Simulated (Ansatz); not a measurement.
# HfCo2: the cost of one run

Computed with Ansatz 0.2.0 (DFT, PAW plane waves, r2scan, unless a step's input says otherwise).

1 further run of the same task is left out (for a known fault of the program).

**1. Starting point**

The structure is cubic, space group Fd-3m (No. 227). Conventional cell: a = 6.898 Å, b = 6.898 Å, c = 6.898 Å, α = 90.00°, β = 90.00°, γ = 90.00°. Hf (site symmetry -43m) is surrounded by 12 Co at 2.86 Å and 4 Hf at 2.99 Å. Co (site symmetry -3m) has 6 Co at 2.44 Å as nearest neighbours.

Coordinates:

```cif
data_structure
_symmetry_space_group_name_H-M 'Fd-3m:1'
_symmetry_Int_Tables_number 227
_cell_length_a 6.8980
_cell_length_b 6.8980
_cell_length_c 6.8980
_cell_angle_alpha 90.000
_cell_angle_beta 90.000
_cell_angle_gamma 90.000
_cell_volume 328.22
loop_
_atom_site_label
_atom_site_type_symbol
_atom_site_symmetry_multiplicity
_atom_site_Wyckoff_symbol
_atom_site_fract_x
_atom_site_fract_y
_atom_site_fract_z
_atom_site_occupancy
Hf1 Hf 8 b 0.00000 0.00000 0.50000 1
Co1 Co 16 c 0.12500 0.12500 0.12500 1
```

**2. A run**

The input, input.yaml:

```yaml
crystal:
  lattice:
    - [0.0, 3.449, 3.449]
    - [3.449, 0.0, 3.449]
    - [3.449, 3.449, 0.0]
  atoms:
    - { symbol: Hf, position: [0.0, 0.0, 0.0] }
    - { symbol: Hf, position: [0.25, 0.25, 0.25] }
    - { symbol: Co, position: [0.625, 0.625, 0.625], spin: 3.0 }
    - { symbol: Co, position: [0.125, 0.625, 0.625], spin: 3.0 }
    - { symbol: Co, position: [0.625, 0.625, 0.125], spin: 3.0 }
    - { symbol: Co, position: [0.625, 0.125, 0.625], spin: 3.0 }
  symmetry: { tolerance: 0.0003 }
hamiltonian:
  xc: r2scan
  pseudopotentials: { kind: paw, azcp: { folder: soft_1 } }
basis:
  ecutwfc: 500
magnetization:
  spin_polarized: true
scf:
  occupations: { method: fermi_dirac, width: 0.05 }
kpoints:
  mp_grid: { grid: [9, 9, 9], shift: [0, 0, 0] }
output:
  forces: true
  stress: true
  eigenvalues: true
```

Command:

```
$ ansatz run input.yaml --threads 2 --pin off --max-ram 5632MiB --backend cpu --events-out ev --progress --plain --runs-dir out
```

**Question.** How long does this run take on 2 threads of AMD EPYC 9R45 (Zen 5), shared host, and how much memory does it need?

About 24 s, with a peak of 0.95 GiB.
